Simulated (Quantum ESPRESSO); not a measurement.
Runs of Quantum ESPRESSO 7.5 on OCuFH2. The cell holds a molecule in a box, 5 atoms: a = 13.000 Å, b = 12.000 Å, c = 12.000 Å, α = 90.00°, β = 90.00°, γ = 90.00°. 

```csv
task,level,potentials or basis,spin,fixed moment (μB),cell,cutoff (eV),smearing,boundary across the vacuum,mixing beta,assume isolated,gap on the mesh (eV),largest force (eV/Å)
real-space fields,PBEsol,GBRV 1.5 PBEsol,"collinear, ferromagnetic start",2,"atoms moved at random, drawn with an rms of 0.1 Å",762,gaussian 0.01 eV,mt,0.3,mt,-,6.40
single point,PBE+D2,Ansatz NC SR PBE,off,-,"atoms moved at random, drawn with an rms of 0.15 Å",1320,fermi-dirac 0.05 eV,mt,0.5,mt,2.12,9.38
real-space fields,revPBE,Ansatz NC SR PBE,off,-,as given,1320,fermi-dirac 0.025 eV,none,0.5,-,(a),0.49
single point,PBE,Ansatz NC SR PBE,off,-,"atoms moved at random, drawn with an rms of 0.05 Å",1320,fermi-dirac 0.05 eV,none,0.5,-,2.73,2.17
real-space fields,PBE,Ansatz NC SR PBE,off,-,as given,1320,fermi-dirac 0.05 eV,none,0.5,-,2.68,0.70
```

Alike in all rows: k mesh 1 × 1 × 1.

Q: Fill in the values left out.

A: (a) 2.62.

Caveats: this is a molecule in a periodic box, so the gap is that between its Kohn-Sham HOMO and LUMO and the box isn't a crystal (some runs); the moment is held away from its start (some runs); the total moment is fixed, so each spin has its own Fermi level (some runs); the potentials were made for another functional, which shifts forces and pressure (some runs).

A gap of «none» marks a metal or a gap under the smearing width.
